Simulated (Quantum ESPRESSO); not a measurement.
# RuAu (Pm-3m) in Quantum ESPRESSO: a series of runs

Runs on RuAu. Level: PBE. Tasks: phonons.

Everything below comes from runs of Quantum ESPRESSO 7.5. Logs are shortened: lines on timing, memory, paths and dates and some standing lists are left out, and cuts for length are marked.

## (1) Starting point

The structure is cubic, space group Pm-3m (No. 221). Conventional cell: a = 3.165 Å, b = 3.165 Å, c = 3.165 Å, α = 90.00°, β = 90.00°, γ = 90.00°. Around Ru (site symmetry m-3m) lie 8 Au at 2.74 Å. Au (site symmetry m-3m) is surrounded by 8 Ru at 2.74 Å.

The cell was built by a generator and needn't be a form met in nature.

## (2) Phonons, PBE

The input, pw.in:

```
&CONTROL
  calculation = 'scf'
  prefix = 'pwscf'
  outdir = './tmp'
  pseudo_dir = './pseudo'
  tprnfor = .true.
  tstress = .true.
  disk_io = 'low'
/
&SYSTEM
  ibrav = 0
  nat = 2
  ntyp = 2
  ecutwfc = 60
  nbnd = 25
  occupations = 'smearing'
  smearing = 'mv'
  degauss = 0.01469973
/
&ELECTRONS
  conv_thr = 4d-10
  electron_maxstep = 120
  mixing_beta = 0.5
/
ATOMIC_SPECIES
Ru   101.0700 Ru_ONCV_PBE-1.0.oncvpsp.upf
Au   196.9666 Au_ONCV_PBE-1.0.oncvpsp.upf
CELL_PARAMETERS angstrom
   3.1648100000    0.0000000000    0.0000000000
   0.0000000000    3.1648100000    0.0000000000
   0.0000000000    0.0000000000    3.1648100000
ATOMIC_POSITIONS crystal
Ru     0.0000000000    0.0000000000    0.0000000000
Au     0.5000000000    0.5000000000    0.5000000000
K_POINTS automatic
7 7 7 0 0 0
```

The input, scf2.in:

```
&CONTROL
  calculation = 'scf'
  prefix = 'pwscf'
  outdir = './tmp'
  pseudo_dir = './pseudo'
  tprnfor = .true.
  tstress = .true.
  disk_io = 'low'
/
&SYSTEM
  ibrav = 0
  nat = 2
  ntyp = 2
  ecutwfc = 60
  nbnd = 25
  occupations = 'smearing'
  smearing = 'mv'
  degauss = 0.01469973
/
&ELECTRONS
  conv_thr = 1d-13
  electron_maxstep = 120
  mixing_beta = 0.5
  startingpot = 'file'
  startingwfc = 'file'
/
ATOMIC_SPECIES
Ru   101.0700 Ru_ONCV_PBE-1.0.oncvpsp.upf
Au   196.9666 Au_ONCV_PBE-1.0.oncvpsp.upf
CELL_PARAMETERS angstrom
   3.1648100000    0.0000000000    0.0000000000
   0.0000000000    3.1648100000    0.0000000000
   0.0000000000    0.0000000000    3.1648100000
ATOMIC_POSITIONS crystal
Ru     0.0000000000    0.0000000000    0.0000000000
Au     0.5000000000    0.5000000000    0.5000000000
K_POINTS automatic
7 7 7 0 0 0
```

The input, ph.in:

```
phonons of RuAu
&INPUTPH
  prefix = 'pwscf'
  outdir = './tmp'
  tr2_ph = 1d-18
  fildyn = 'dyn'
  niter_ph = 90
  alpha_mix(1) = 0.4
/
0.0000000000 0.0000000000 0.0000000000
```

The input, dynmat.in:

```
&INPUT
  fildyn = 'dyn'
  asr = 'crystal'
  filout = 'dynmat.disp'
  fileig = 'dynmat.eig'
/
```

Potentials or basis: SSSP 1.3 efficiency PBE.

Started as:

```bash
> OMP_NUM_THREADS=1 pw.x -in pw.in > pw.out
> OMP_NUM_THREADS=1 pw.x -in scf2.in > scf2.out
> OMP_NUM_THREADS=1 ph.x -in ph.in > ph.out
> OMP_NUM_THREADS=1 dynmat.x -in dynmat.in > dynmat.out
```

pw.out:

```text
This program is part of the open-source Quantum ESPRESSO suite
     for quantum simulation of materials; please cite
[... 9 lines left out ...]
     --------------------
     sticks:   dense  smooth     PW     G-vecs:    dense   smooth      PW
     Sum         673     673    213                13397    13397    2205

     Using Slab Decomposition

     bravais-lattice index     =            0
     lattice parameter (alat)  =       5.9806  a.u.
     unit-cell volume          =     213.9142 (a.u.)^3
     number of atoms/cell      =            2
     number of atomic types    =            2
     number of electrons       =        35.00
     number of Kohn-Sham states=           25
     kinetic-energy cutoff     =      60.0000  Ry
     charge density cutoff     =     240.0000  Ry
     scf convergence threshold =      4.0E-10
     mixing beta               =       0.5000
     number of iterations used =            8  plain     mixing
     Exchange-correlation= PBE
                           (   1   4   3   4   0   0   0)

     celldm(1)=   5.980624  celldm(2)=   0.000000  celldm(3)=   0.000000
     celldm(4)=   0.000000  celldm(5)=   0.000000  celldm(6)=   0.000000

     crystal axes: (cart. coord. in units of alat)
               a(1) = (   1.000000   0.000000   0.000000 )
               a(2) = (   0.000000   1.000000   0.000000 )
               a(3) = (   0.000000   0.000000   1.000000 )

     reciprocal axes: (cart. coord. in units 2 pi/alat)
               b(1) = (  1.000000  0.000000  0.000000 )
               b(2) = (  0.000000  1.000000  0.000000 )
               b(3) = (  0.000000  0.000000  1.000000 )

     PseudoPot. # 1 for Ru read from file:
     Ru_ONCV_PBE-1.0.oncvpsp.upf
     Pseudo is Norm-conserving, Zval = 16.0
     Generated using ONCVPSP code by D. R. Hamann
     Using radial grid of 1458 points,  6 beta functions with:
                l(1) =   0
                l(2) =   0
                l(3) =   1
                l(4) =   1
                l(5) =   2
                l(6) =   2

     PseudoPot. # 2 for Au read from file:
     Au_ONCV_PBE-1.0.oncvpsp.upf
     Pseudo is Norm-conserving, Zval = 19.0
     Generated using ONCVPSP code by D. R. Hamann
     Using radial grid of 1278 points,  8 beta functions with:
                l(1) =   0
                l(2) =   0
                l(3) =   1
                l(4) =   1
                l(5) =   2
                l(6) =   2
                l(7) =   3
                l(8) =   3

     atomic species   valence    mass     pseudopotential
     Ru               16.00   101.07000     Ru( 1.00)
     Au               19.00   196.96660     Au( 1.00)

     48 Sym. Ops., with inversion, found

   Cartesian axes

     site n.     atom                  positions (alat units)
         1        Ru     tau(   1) = (   0.0000000   0.0000000   0.0000000  )
         2        Au     tau(   2) = (   0.5000000   0.5000000   0.5000000  )

     number of k points=    20  Marzari-Vanderbilt smearing, width (Ry)=  0.0147
                       cart. coord. in units 2pi/alat
        k(    1) = (   0.0000000   0.0000000   0.0000000), wk =   0.0058309
        k(    2) = (   0.0000000   0.0000000   0.1428571), wk =   0.0349854
        k(    3) = (   0.0000000   0.0000000   0.2857143), wk =   0.0349854
        k(    4) = (   0.0000000   0.0000000   0.4285714), wk =   0.0349854
        k(    5) = (   0.0000000   0.1428571   0.1428571), wk =   0.0699708
        k(    6) = (   0.0000000   0.1428571   0.2857143), wk =   0.1399417
[... 12 lines left out ...]
        k(   19) = (   0.2857143   0.4285714   0.4285714), wk =   0.1399417
        k(   20) = (   0.4285714   0.4285714   0.4285714), wk =   0.0466472

     Dense  grid:    13397 G-vectors     FFT dimensions: (  30,  30,  30)

     Initial potential from superposition of free atoms

     starting charge      34.9994, renormalised to      35.0000
     Starting wfcs are   20 randomized atomic wfcs +    5 random wfcs

     Self-consistent Calculation

     iteration #  1     ecut=    60.00 Ry     beta= 0.50
     Davidson diagonalization with overlap
     ethr =  1.00E-02,  avg # of iterations =  3.8

     Threshold (ethr) on eigenvalues was too large:
     Diagonalizing with lowered threshold

     Davidson diagonalization with overlap
     ethr =  3.81E-04,  avg # of iterations =  1.2

     total energy              =    -463.05906438 Ry
     estimated scf accuracy    <       0.13371383 Ry

     iteration #  2     ecut=    60.00 Ry     beta= 0.50
     Davidson diagonalization with overlap
     ethr =  3.82E-04,  avg # of iterations =  2.6

     total energy              =    -463.08716679 Ry
     estimated scf accuracy    <       0.31524546 Ry

     iteration #  3     ecut=    60.00 Ry     beta= 0.50
     Davidson diagonalization with overlap
     ethr =  3.82E-04,  avg # of iterations =  2.2

     total energy              =    -463.12758520 Ry
     estimated scf accuracy    <       0.00195195 Ry
[... 33 lines left out ...]
     total energy              =    -463.12813643 Ry
     estimated scf accuracy    <          9.1E-09 Ry

     iteration #  9     ecut=    60.00 Ry     beta= 0.50
     Davidson diagonalization with overlap
     ethr =  2.60E-11,  avg # of iterations =  3.0

     total energy              =    -463.12813643 Ry
     estimated scf accuracy    <       0.00000004 Ry

     iteration # 10     ecut=    60.00 Ry     beta= 0.50
     Davidson diagonalization with overlap
     ethr =  2.60E-11,  avg # of iterations =  2.4

     End of self-consistent calculation

          k = 0.0000 0.0000 0.0000 (  1743 PWs)   bands (ev):

   -84.9048 -51.5418 -36.1908 -36.1908 -36.1908 -21.4507 -21.4507 -21.4507
    12.2026  14.5848  14.5848  16.8268  16.8268  16.8268  19.9561  19.9561
    21.6094  21.6094  21.6094  28.7697  28.7697  28.7697  35.4023  38.1620
    38.6571

          k = 0.0000 0.0000 0.1429 (  1699 PWs)   bands (ev):

   -84.9046 -51.5407 -36.1975 -36.1902 -36.1902 -21.4714 -21.4499 -21.4499
    12.5938  14.7434  14.8393  16.7984  16.7984  16.9332  19.6889  20.0608
    21.0745  21.0745  21.4348  27.0126  29.8101  29.8101  36.3237  37.9801
    38.5883

          k = 0.0000 0.0000 0.2857 (  1691 PWs)   bands (ev):

   -84.9043 -51.5380 -36.2123 -36.1886 -36.1886 -21.5177 -21.4481 -21.4481
    13.6331  15.1701  15.5007  16.7519  16.7519  17.2039  19.0234  20.1188
    20.1188  20.1863  21.0138  24.2393  32.2655  32.2655  35.9428  37.7225
    38.3869
[... 108 lines left out ...]
   -84.9026 -51.5252 -36.2211 -36.2211 -36.2072 -21.5355 -21.5354 -21.4998
    15.1929  15.6192  15.6641  16.0254  17.7244  17.9162  19.0387  19.0843
    20.9133  21.4324  24.8746  26.4434  26.4833  29.5939  31.0524  33.0058
    33.3783

          k = 0.4286 0.4286 0.4286 (  1667 PWs)   bands (ev):

   -84.9023 -51.5229 -36.2198 -36.2196 -36.2196 -21.5346 -21.5346 -21.5337
    15.4748  15.6664  15.6664  17.3442  17.3442  17.4310  18.7241  18.7241
    21.4534  21.4534  24.9525  27.3835  28.9561  28.9561  30.0687  31.3908
    31.3908

     the Fermi energy is    20.9896 ev

!    total energy              =    -463.12813644 Ry
     estimated scf accuracy    <          3.8E-11 Ry
     smearing contrib. (-TS)   =      -0.00081249 Ry
     internal energy E=F+TS    =    -463.12732394 Ry

     The total energy is F=E-TS. E is the sum of the following terms:
     one-electron contribution =    -125.34538623 Ry
     hartree contribution      =      81.57052215 Ry
     xc contribution           =     -45.11231976 Ry
     ewald contribution        =    -374.24014011 Ry

     convergence has been achieved in  10 iterations

     Forces acting on atoms (cartesian axes, Ry/au):

     atom    1 type  1   force =     0.00000000    0.00000000    0.00000000
     atom    2 type  2   force =     0.00000000    0.00000000    0.00000000

     Total force =     0.000000     Total SCF correction =     0.000000

     Computing stress (Cartesian axis) and pressure

          total   stress  (Ry/bohr**3)                   (kbar)     P=       -6.92
  -0.00004705   0.00000000   0.00000000           -6.92        0.00        0.00
   0.00000000  -0.00004705   0.00000000            0.00       -6.92        0.00
   0.00000000   0.00000000  -0.00004705            0.00        0.00       -6.92

=------------------------------------------------------------------------------=
   JOB DONE.
=------------------------------------------------------------------------------=
```

scf2.out:

```text
This program is part of the open-source Quantum ESPRESSO suite
     for quantum simulation of materials; please cite
[... 9 lines left out ...]
     --------------------
     sticks:   dense  smooth     PW     G-vecs:    dense   smooth      PW
     Sum         673     673    213                13397    13397    2205
[... 305 lines left out ...]
  -0.00004703   0.00000000   0.00000000           -6.92        0.00        0.00
   0.00000000  -0.00004703   0.00000000            0.00       -6.92        0.00
   0.00000000   0.00000000  -0.00004703            0.00        0.00       -6.92

=------------------------------------------------------------------------------=
   JOB DONE.
=------------------------------------------------------------------------------=
```

It took 6 min on 1 thread of Intel Xeon at 2.50GHz (Skylake/Cascade Lake), shared host; peak memory 0.06 GiB.

What came out:

| Quantity | Value |
| --- | --- |
| Free energy | -6301.1793 eV |
| Pressure after relaxing | -0.7 GPa |
| Band gap on the k mesh | none (metal or under the smearing width) |
| Highest phonon frequency at Γ | 182 cm⁻¹ |

Levels at points of the mesh, in eV from the Fermi level:
```csv
k point,band 14,band 15,band 16,band 17,band 18,band 19,band 20,band 21,band 22,band 23
"(0.00, 0.00, 0.00)",-4.16,-1.03,-1.03,0.62,0.62,0.62,7.78,7.78,7.78,14.41
```

Phonon frequencies in cm⁻¹ (negative: imaginary):
```tsv
q point	frequencies
(0.000, 0.000, 0.000)	4 4 4 182 182 182
```

Optical modes at Γ, degenerate ones joined:
```tsv
cm⁻¹	components	symmetry	active in
182	3	T1u	IR
```

Caveat: the mesh is thin for the phonons of a metal. Spin-orbit coupling is left out, which matters for the levels of Au.

[end of part 1 of 2]
